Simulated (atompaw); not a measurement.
**Pseudopotential generation for phosphorus: PAW (atompaw), PBE**

Task: generate the file, and judge it by its logarithmic derivatives, its ghosts and its cutoff.

Method: atompaw 4.2.0.5, PBE, scalar-relativistic.

## (1) Starting point

Typed settings, in words:

* element: phosphorus (P, Z = 15)
* type: PAW
* frozen core: [Ne]
* valence charge: 5
* reference configuration: 3s2 3p2.5 (charge +0.5)
* partial waves: 3s (bound): rc 2.15 bohr; 3s channel at -0.6 Ry: rc 1.20 bohr; 3p (bound): rc 2.15 bohr; 3p channel at 0.2 Ry: rc 2.15 bohr
* local potential: troulliermartins scheme with l = 2 at 0 Ry, radius 1.70 bohr
* core correction: smooth core density matched at 1.65 bohr
* augmentation charge: besselshape compensation charge, radius 1.80 bohr; PAW radius 2.15 bohr; waves and projectors: custom rrkj gramschmidtortho

The nodes and maxima of the atom's own shells, from an earlier all-electron run, set the scale for the radii.

All-electron outer shells of the reference configuration (PBE, scalar-relativistic, ld1.x):

```csv
shell,level (eV),outermost node (bohr),outermost maximum (bohr)
2p,-129.51,–,0.36
3s,-18.43,0.65,1.56
3p,-9.67,0.64,1.79
3d,-0.88,–,4.62
```

## (2) Generating the potential

Contents of P.input:

```
P 15
GGA-PBE scalarrelativistic loggrid 1500 logderivrange -3 5 201
3 3 0 0 0 0
3 1 2.5
0 0 0
c
c
v
c
v
1
2.15 1.80 1.70 1.65
y
-0.6
n
y
0.2
n
custom rrkj gramschmidtortho besselshape
2 0 troulliermartins
2.15
1.20
2.15
2.15
PWSCFOUT
UPFDX 0.0125d0 UPFXMIN -7.d0 UPFZMESH 15.d0
END
```

On the command line:

```sh
$ atompaw < P.input > P.log
```

Before running it: what results should come out? Wanted: cutoffs for 10 and 1 mRy, occupied levels; bound ghosts; largest phase difference near zero energy, channels read; lowest eigenvalue of the overlap; share of valence orbitals outside the PAW sphere; UPF file.

**Answer**, as computed:

```
                                                quantity             value
               cutoffs for 10 and 1 mRy, occupied levels   12 Ry and 15 Ry
                                            bound ghosts        none found
largest phase difference near zero energy, channels read         0.003 rad
         lowest eigenvalue of the overlap (Bessel basis)         0.024 (s)
        share of valence orbitals outside the PAW sphere  3s 29 %, 3p 47 %
                                                UPF file       not written
```

**Reading.** By its cutoff, 12 Ry for the looser tolerance, it is soft on the atom at that tolerance. The slowest occupied level is 3p: taken alone it needs 15 Ry to come within 1 mRy, against 8 Ry for 3s. It is free of bound ghosts as far as tested. Near zero energy the phases of the channels with partial waves agree within 0.003 rad. The pseudo core plus compensation charge is negative at some radii, so no UPF file was written.
